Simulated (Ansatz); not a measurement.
# Ti4B: the cost of one run

Program: Ansatz 0.2.0. Level of theory: DFT PBE, scalar-relativistic, plane waves, PAW. These are calculated values, not measurements.

1 further run of the same task is left out (it didn't finish).

### 1 The starting structure

The structure is cubic, space group I-43m (No. 217). The conventional cell has a = 5.029 Å, b = 5.029 Å, c = 5.029 Å, α = 90.00°, β = 90.00°, γ = 90.00°. Ti (site symmetry 3m) is surrounded by 1 B at 1.66 Å. B (site symmetry -43m) has 4 Ti at 1.66 Å as nearest neighbours.

Structure file:

```xyz
5
Lattice="-2.5147 2.5147 2.5147 2.5147 -2.5147 2.5147 2.5147 2.5147 -2.5147" Properties=species:S:1:pos:R:3 pbc="T T T"
Ti    1.5554    1.5554    1.5554
Ti    0.9593    0.9593   -0.9593
Ti    0.9593   -0.9593    0.9593
Ti   -0.9593    0.9593    0.9593
B     0.0000    0.0000    0.0000
```

The cell is invented: random cell by space group and Wyckoff sites (I-43m, No. 217). The dimensions are guesses.

### 2 A first look at the guess

The input, input.yaml:

```yaml
crystal:
  lattice:
    - [-2.51465777, 2.51465777, 2.51465777]
    - [2.51465777, -2.51465777, 2.51465777]
    - [2.51465777, 2.51465777, -2.51465777]
  atoms:
    - { symbol: Ti, position: [0.61853064, 0.61853064, 0.61853064] }
    - { symbol: Ti, position: [0.0, 0.0, 0.38146936] }
    - { symbol: Ti, position: [0.0, 0.38146936, 0.0] }
    - { symbol: Ti, position: [0.38146936, 0.0, 0.0] }
    - { symbol: B, position: [0.0, 0.0, 0.0] }
basis:
  ecutwfc: 420
kpoints:
  mp_grid: { grid: [6, 6, 6] }
hamiltonian:
  xc: pbe
scf:
  occupations: { method: gaussian, width: 0.1 }
  lower_state_search: "off"
output:
  forces: true
  stress: true
  eigenvalues: true
```

On the command line:

```
ansatz run input.yaml --threads 1 --pin off --max-ram 2560MiB --backend cpu --events-out ev --progress --plain --runs-dir out
```

**Question.** How long does this run take on 1 thread of Intel Xeon at 2.70GHz, shared host, and how much memory does it need?

About 5.1 s, with a peak of 0.33 GiB.
